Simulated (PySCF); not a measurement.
**Solver options tried on SnC⁻**

The same problem is solved with other solver options, one edit a run.

Program: PySCF 2.14.0. Level of theory: method and basis as typed in the scripts. These are calculated values, not measurements.

6 further runs of the same task are left out: 6 that didn't finish.

## Step 1: Starting geometry

SnC⁻: 2 atoms, charge -1, spin multiplicity 2.

Bond lengths: Sn1–C2 2.484 Å.

## Step 2: Base script

input.py

```python
from pyscf import gto, scf, mp

mol = gto.M(
    atom='Sn 0 0 0; C 0 0 2.484',
    basis='crenbl',
    ecp={'Sn': 'crenbl', 'C': 'crenbl'},
    charge=-1,
    spin=1,
    verbose=4,
)
mf = scf.UHF(mol)
mf.kernel()
mp.MP2(mf).kernel()
mf.dip_moment()
print('orbital energies (hartree):', [e[max(0, n-3):n+3].round(4) for e, n in zip(mf.mo_energy, mol.nelec)])
```

On the command line:

```sh
> OMP_NUM_THREADS=1 python input.py
```

Its log is not repeated here.

In short: E(SCF) = -73.283595 Eh, E(MP2) − E(SCF) = -0.36251 Eh, ⟨S²⟩ = 0.754.

The bond length is a typed value, not an optimised one. The dipole of an ion depends on the origin.

## Step 3: Initial guess random

Run 1 changes initial guess: minao → random.

input.py

```python
from pyscf import gto, scf, mp

mol = gto.M(
    atom='Sn 0 0 0; C 0 0 2.484',
    basis='crenbl',
    ecp={'Sn': 'crenbl', 'C': 'crenbl'},
    charge=-1,
    spin=1,
    verbose=4,
)
mf = scf.UHF(mol)
mf.init_guess = 'random'
mf.kernel()
mp.MP2(mf).kernel()
mf.dip_moment()
print('orbital energies (hartree):', [e[max(0, n-3):n+3].round(4) for e, n in zip(mf.mo_energy, mol.nelec)])
```

On the command line:

```sh
> OMP_NUM_THREADS=1 python input.py
```

## Step 4: Damping 0.2

Run 2 changes damping: none → 0.2.

input.py, as its differences from that of step 2:

```diff
@@ -11,2 +11,4 @@
 mf = scf.UHF(mol)
+mf.damp = 0.2
+mf.diis_start_cycle = 8
 mf.kernel()
```

## Step 5: Initial guess hcore

Run 3 changes initial guess: minao → hcore.

input.py, as its differences from that of step 2:

```diff
@@ -11,2 +11,3 @@
 mf = scf.UHF(mol)
+mf.init_guess = 'hcore'
 mf.kernel()
```

## Step 6: Initial guess mod_huckel

Run 4 changes initial guess: minao → mod_huckel.

input.py, as its differences from that of step 2:

```diff
@@ -11,2 +11,3 @@
 mf = scf.UHF(mol)
+mf.init_guess = 'mod_huckel'
 mf.kernel()
```

## Step 7: Second-order solver on

Run 5 changes second-order solver: off → on.

input.py, as its differences from that of step 2:

```diff
@@ -11,2 +11,3 @@
 mf = scf.UHF(mol)
+mf = mf.newton()
 mf.kernel()
```

What does the calculation give? Wanted: for each run, E(SCF); from base; gap, α spin; after the SCF.

**Answer**, as computed:

| run | E(SCF) (hartree) | from base (eV) | cycles | gap, α spin (eV) | after the SCF |
| --- | --- | --- | --- | --- | --- |
| base | -73.283595 | 0 | 26 | 6.27 | MP2 correlation -9.865 eV |
| initial guess random | -73.283595 | 0.0000 | 26 | 6.27 | MP2 correlation -9.865 eV |
| damping 0.2 | -73.261646 | +0.5973 | 30 | 6.80 | MP2 correlation -10.984 eV |
| initial guess hcore | -73.261646 | +0.5973 | 36 | 6.79 | MP2 correlation -10.984 eV |
| initial guess mod_huckel | -73.261646 | +0.5973 | 19 | 6.80 | MP2 correlation -10.984 eV |
| second-order solver on | -73.347899 | -1.7498 | 5 macro | 8.77 | MP2 correlation -7.289 eV |

Distance from each run's final energy (log10 hartree) by cycle:

| run | cycle 1 | cycle 2 | cycle 3 | cycle 5 | cycle 8 | cycle 12 |
| --- | --- | --- | --- | --- | --- | --- |
| base | 0.0 | 0.4 | -0.6 | -2.6 | -3.4 | -3.8 |
| initial guess random | 0.0 | 0.4 | -0.6 | -2.6 | -3.4 | -3.8 |
| damping 0.2 | -0.1 | 0.3 | 0.5 | 0.7 | 1.0 | -1.3 |
| initial guess hcore | 1.8 | 1.4 | 1.3 | 0.5 | -1.5 | -2.5 |
| initial guess mod_huckel | 0.1 | 0.6 | 0.0 | -2.0 | -2.3 | -4.2 |
| second-order solver on | -0.6 | -1.1 | -3.2 | < -11 | done | done |

The SCF energy stays the same, to the digits that matter, with initial guess random. PySCF falls back to minao for a guess that it doesn't know or can't read, so that run repeats the base. Of the runs whose energies can be compared, “second-order solver on” moves the SCF energy most (-1.750 eV). With damping 0.2 the SCF ends in another solution, 0.60 eV higher: the path to self-consistency decides the state here. With initial guess hcore the SCF ends in another solution, 0.60 eV higher: the path to self-consistency decides the state here. With initial guess mod_huckel the SCF ends in another solution, 0.60 eV higher: the path to self-consistency decides the state here. With second-order solver on the SCF ends in another solution, 1.75 eV lower: the path to self-consistency decides the state here.
